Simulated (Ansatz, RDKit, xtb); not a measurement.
**C4H3ClOSe: ranking a sample of isomers**

A sample of isomers of C4H3ClOSe is drawn. Aim: find which of them has the lowest free energy at 298.15 K, then its properties. The sample is small against all isomers, and the most stable one of this formula need not be in it.

Plan: many cheap relaxations first (GFN2-xTB), then density-functional screening, relaxation at B3LYP-D3(BJ)/def2-SVP, vibrations (at GFN2-xTB) and a final energy. The numbers are computed, not measured.

### 1 Candidates

Isomers were taken from a list of plausible structures; this is a sample, not all of them. That gives 6 candidates.

```csv
label,SMILES,spin
c341,Oc1cc(Cl)c[se]1,singlet
c585,Oc1ccc(Cl)[se]1,singlet
c738,Oc1c[se]c(Cl)c1,singlet
c782,Oc1c[se]cc1Cl,singlet
c846,Oc1[se]ccc1Cl,singlet
c987,Oc1cc[se]c1Cl,singlet
```

Candidates are built by distance geometry, with a force field where one applies, in up to four conformers (letters a to d).

**Question.** With final energies at CCSD(T)/def2-SVP + MP2/def2-TZVPP - MP2/def2-SVP, which structure will this search put lowest in free energy, and by what margin?

| quantity | value |
| --- | --- |
| lowest structure found | Oc1c[se]cc1Cl, singlet |
| next finalist | Oc1c[se]c(Cl)c1, singlet, 4.2 kcal/mol higher in G |
| share at equilibrium, among the finalists | 99.8 % |

`Oc1c[se]cc1Cl` comes out lowest. Among the finalists first place is clear (4.2 kcal/mol); structures outside the list aren't covered. GFN2-xTB, HF/STO-3G, r2SCAN-D4/def2-SVP, B3LYP-D3(BJ)/def2-SVP, HF/def2-SVP and MP2/def2-SVP already put its bonding pattern lowest among the structures in one piece. Lowest found is not proven lowest: the search is finite, and each finalist counts with one conformer. Only 6 drawn patterns were tried, so whole families of isomers are missing, and the result ranks this sample alone.
